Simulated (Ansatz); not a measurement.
# C2H5ClF2Si: the cost of one run

All numbers below are computed with Ansatz 0.2.0 (RKS BHLYP/STO-3G).

**1. The structure to begin with**

Bond lengths: F1–C2 1.308 Å, C2–Si3 1.866 Å, C2–C4 1.583 Å, C4–F5 1.396 Å, C4–Cl6 1.771 Å, C2–H7 1.111 Å, Si3–H8 1.442 Å, Si3–H9 1.427 Å, Si3–H10 1.507 Å, C4–H11 1.020 Å. Angles (14 of 18 angles, heavy atoms first): F1–C2–Si3 107.9°, F1–C2–C4 112.6°, Si3–C2–C4 114.0°, C2–C4–F5 105.9°, C2–C4–Cl6 110.1°, F5–C4–Cl6 108.6°, F1–C2–H7 106.1°, Si3–C2–H7 109.6°, C4–C2–H7 106.4°, C2–Si3–H8 110.7°, C2–Si3–H9 112.2°, C2–Si3–H10 106.7°, C2–C4–H11 111.0°, F5–C4–H11 109.8°.

Coordinates:

```xyz
11

F    -1.2924    0.6419    1.0380
C    -0.1788    0.0913    0.6273
Si   -0.6229   -1.3054   -0.5277
C     0.8267    1.1447    0.0067
F     0.1586    1.7194   -1.0766
Cl    1.1819    2.4146    1.1883
H     0.3164   -0.3172    1.5340
H    -1.3560   -2.3320    0.1714
H    -1.3199   -0.8460   -1.6848
H     0.6720   -1.9566   -0.9394
H     1.6798    0.6883   -0.3166
```

**2. Relaxing the start**

input.yaml reads:

```yaml
crystal:
  periodic: [false, false, false]
  atoms:
    - { symbol: F, position_ang: [-1.2924, 0.6419, 1.038] }
    - { symbol: C, position_ang: [-0.1788, 0.0913, 0.6273] }
    - { symbol: Si, position_ang: [-0.6229, -1.3054, -0.5277] }
    - { symbol: C, position_ang: [0.8267, 1.1447, 0.0067] }
    - { symbol: F, position_ang: [0.1586, 1.7194, -1.0766] }
    - { symbol: Cl, position_ang: [1.1819, 2.4146, 1.1883] }
    - { symbol: H, position_ang: [0.3164, -0.3172, 1.534] }
    - { symbol: H, position_ang: [-1.356, -2.332, 0.1714] }
    - { symbol: H, position_ang: [-1.3199, -0.846, -1.6848] }
    - { symbol: H, position_ang: [0.672, -1.9566, -0.9394] }
    - { symbol: H, position_ang: [1.6798, 0.6883, -0.3166] }
basis:
  gaussian: { orbitals: STO-3G }
hamiltonian:
  xc: { name: BHLYP }
relax:
  f_tol: 0.02
  max_steps: 40
scf:
  lower_state_search: "off"
```

Run with:

```console
$ ansatz run input.yaml --threads 1 --pin off --max-ram 2048MiB --backend cpu --events-out ev --progress --plain --runs-dir out
```

Q: Estimate wall time and peak memory on 1 thread of Intel Xeon Platinum 8488C (Sapphire Rapids), shared host.

About 23 s, with a peak of 0.15 GiB.
